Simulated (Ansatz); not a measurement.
**Ge2PH (singlet): from Hartree-Fock to the top rungs, cc-pVDZ**

Aim: climb from Hartree-Fock through coupled cluster and multireference methods for Ge2PH (singlet) at one geometry and basis, and see what each rung misses.

Method: cc-pVDZ, core rule «outside noble gas», up to 33 orbitals frozen; program: Ansatz 0.2.0, Gaussian basis.

To be run: UHF; CCSD(T) on RHF; BCCD(T) on RHF; CISD; CCSDT(Q) on RHF; CASSCF and MRCISD+Q, 8 electrons in 8 orbitals; CASSCF and MRCISD+Q(relaxed), 8 electrons in 8 orbitals; CASSCF and NEVPT2, 8 electrons in 8 orbitals.

19 further runs of the same task are left out: 9 that didn't finish, 10 set aside as unsound or not needed.

**1. The system**

The geometry is a PBE0/def2-TZVP stationary point (not a proven minimum). No spin-orbit coupling is included. The filled d shell of Ge may be among the frozen orbitals whatever the setting's name suggests; the logs give the count.

4 atoms, charge 0, spin multiplicity 1.

Atoms are counted from 1 here; the program's logs count them from 0.

Bond lengths: Ge1–P2 2.301 Å, Ge1–Ge3 2.387 Å, P2–Ge3 2.211 Å, Ge3–H4 1.541 Å. Angles: P2–Ge1–Ge3 56.2°, Ge1–P2–Ge3 63.8°, Ge1–Ge3–P2 59.9°, Ge1–Ge3–H4 175.7°, P2–Ge3–H4 115.8°.

**2. UHF**

Contents of in.yaml:

```yaml
crystal:
  periodic: [false, false, false]
  atoms:
    - {symbol: Ge, position_ang: [0.000000, -0.305203, 1.231854]}
    - {symbol: P, position_ang: [0.000000, 1.576501, -0.092803]}
    - {symbol: Ge, position_ang: [0.000000, -0.363064, -1.154908]}
    - {symbol: H, position_ang: [0.000000, -0.284974, -2.693505]}
basis:
  gaussian: {orbitals: cc-pVDZ}
magnetization: {spin_polarized: true, initial_magnetization: 0}
hamiltonian: {xc: hf}
output: {orbitals: {seedname: orbitals}}
```

On the command line:

```sh
> ansatz run in.yaml --threads 1 --pin off --events-out ev --progress --plain --max-ram 2393MiB
```

Further steps of the session: CCSD(T) on RHF; BCCD(T) on RHF; CISD; CCSDT(Q) on RHF; CASSCF and MRCISD+Q, 8 electrons in 8 orbitals; CASSCF and MRCISD+Q(relaxed), 8 electrons in 8 orbitals; CASSCF and NEVPT2, 8 electrons in 8 orbitals.

**Question.** What will the summary of the whole plan be? Wanted: RCCSDT(Q) below the RHF energy; RMP2 from RCCSDT(Q); RCCSD from RCCSDT(Q); RCCSD(T) from RCCSDT(Q); NEVPT2 frontier from RCCSDT(Q); MRCISD+Q frontier from RCCSDT(Q); MRCISD+Q(relaxed) frontier from RCCSDT(Q); T1 diagnostic.

**Answer**, as computed:

```
                                 quantity          value
           RCCSDT(Q) below the RHF energy     -8.8430 eV
                      RMP2 from RCCSDT(Q)  +127.8 kJ/mol
                     RCCSD from RCCSDT(Q)   +53.1 kJ/mol
                  RCCSD(T) from RCCSDT(Q)    +7.3 kJ/mol
           NEVPT2 frontier from RCCSDT(Q)  +120.6 kJ/mol
         MRCISD+Q frontier from RCCSDT(Q)   +12.7 kJ/mol
MRCISD+Q(relaxed) frontier from RCCSDT(Q)   +10.7 kJ/mol
        levels within 1 kcal/mol (43 meV)           none
                            T1 diagnostic          0.018
```

In words: RCCSD(T) misses by +7.3 kJ/mol, 0.9 % of the correlation energy. Of the multireference levels listed MRCISD+Q(relaxed) frontier comes nearest in total energy (+10.7 kJ/mol), which doesn't show that its space is the better one. These misses are within one basis, not against nature.
